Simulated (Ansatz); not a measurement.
# HBrCl (doublet): the correlation ladder at distance Br1–H2 along a hydrogen transfer = 1.421 Å, cc-pVDZ

Aim: climb from Hartree-Fock through coupled cluster and multireference methods for HBrCl (doublet) at one geometry and basis, and see what each rung misses.

Computed with Ansatz 0.2.0, Gaussian basis. Level: cc-pVDZ, core rule «outside noble gas», up to 19 orbitals frozen.

To be run: UHF; CCSD(T) on ROHF; CCSD(T) on UHF; BCCD(T) on ROHF; CISD; CCSDT(Q) on ROHF; CCSDT(Q) on UHF; CASSCF and MRCISD+Q, 3 electrons in 3 orbitals; CASSCF and NEVPT2, 3 electrons in 3 orbitals; CASSCF and MRCISD+Q, 15 electrons in 9 orbitals; CASSCF and NEVPT2, 15 electrons in 9 orbitals.

11 further runs of the same task are left out: 1 for a mislabelled method, 10 that didn't finish.

## (1) What is computed

The geometry derives from fragments relaxed apart (PBE0/def2-TZVP) and kept rigid, so it is no stationary point. A hydrogen atom is moved between rigid fragments. No spin-orbit coupling is included. The filled d shell of Br may be among the frozen orbitals whatever the setting's name suggests; the logs give the count.

3 atoms, charge 0, spin multiplicity 2.

Atoms are counted from 1 here; the program's logs count them from 0.

Bond lengths: Br1–H2 1.421 Å.

Geometry (Å):

```xyz
3
charge 0, multiplicity 2
Br    0.00000    0.00000   -1.65053
H     0.00000    0.00000   -0.22993
Cl    0.00000    0.00000    1.88047
```

## (2) UHF

Contents of in.yaml:

```yaml
crystal:
  periodic: [false, false, false]
  atoms:
    - {symbol: Br, position_ang: [0.000000, 0.000000, -1.650533]}
    - {symbol: H, position_ang: [0.000000, 0.000000, -0.229933]}
    - {symbol: Cl, position_ang: [0.000000, 0.000000, 1.880467]}
basis:
  gaussian: {orbitals: cc-pVDZ}
magnetization: {spin_polarized: true, initial_magnetization: 1}
hamiltonian: {xc: hf}
output: {orbitals: {seedname: orbitals}}
```

Command:

```console
> ansatz run in.yaml --threads 1 --pin off --events-out ev --progress --plain --max-ram 2393MiB
```

Further steps of the session: CCSD(T) on ROHF; CCSD(T) on UHF; BCCD(T) on ROHF; CISD; CCSDT(Q) on ROHF; CCSDT(Q) on UHF; CASSCF and MRCISD+Q, 3 electrons in 3 orbitals; CASSCF and NEVPT2, 3 electrons in 3 orbitals; CASSCF and MRCISD+Q, 15 electrons in 9 orbitals; CASSCF and NEVPT2, 15 electrons in 9 orbitals.

Q: Predict the results of all the runs planned. Wanted: UCCSDT(Q) below the RHF energy; RMP2 from UCCSDT(Q); UMP2 from UCCSDT(Q); RCCSD from UCCSDT(Q); RCCSD(T) from UCCSDT(Q); UCCSD(T) from UCCSDT(Q); RCCSDT(Q) from UCCSDT(Q); NEVPT2 pair from UCCSDT(Q); MRCISD+Q pair from UCCSDT(Q).

As calculated:

| quantity | value |
| --- | --- |
| UCCSDT(Q) below the RHF energy | -7.5915 eV |
| RMP2 from UCCSDT(Q) | +21.88 kcal/mol |
| UMP2 from UCCSDT(Q) | +22.26 kcal/mol |
| RCCSD from UCCSDT(Q) | +2.84 kcal/mol |
| RCCSD(T) from UCCSDT(Q) | +0.54 kcal/mol |
| UCCSD(T) from UCCSDT(Q) | +0.53 kcal/mol |
| RCCSDT(Q) from UCCSDT(Q) | +0.01 kcal/mol |
| NEVPT2 pair from UCCSDT(Q) | +21.63 kcal/mol |
| MRCISD+Q pair from UCCSDT(Q) | +0.36 kcal/mol |
| NEVPT2 valence from UCCSDT(Q) | +37.31 kcal/mol |
| levels within 1 kcal/mol (43 meV) | RCCSD(T), UCCSD(T), BCCD(T), RCCSDT, UCCSDT, RCCSDT(Q), MRCISD+Q pair, MRCISD+Q valence |
| T1 diagnostic | 0.009 |
| effectively unpaired electrons | 1.01 |

RCCSD(T) lands +0.54 kcal/mol from the yardstick (0.3 % of the correlation energy). One determinant dominates. Of the multireference levels listed MRCISD+Q pair comes nearest in total energy (+0.36 kcal/mol), which doesn't show that its space is the better one. These misses are within one basis, not against nature; the frozen cores of restricted and unrestricted runs differ, which can shift their rows.
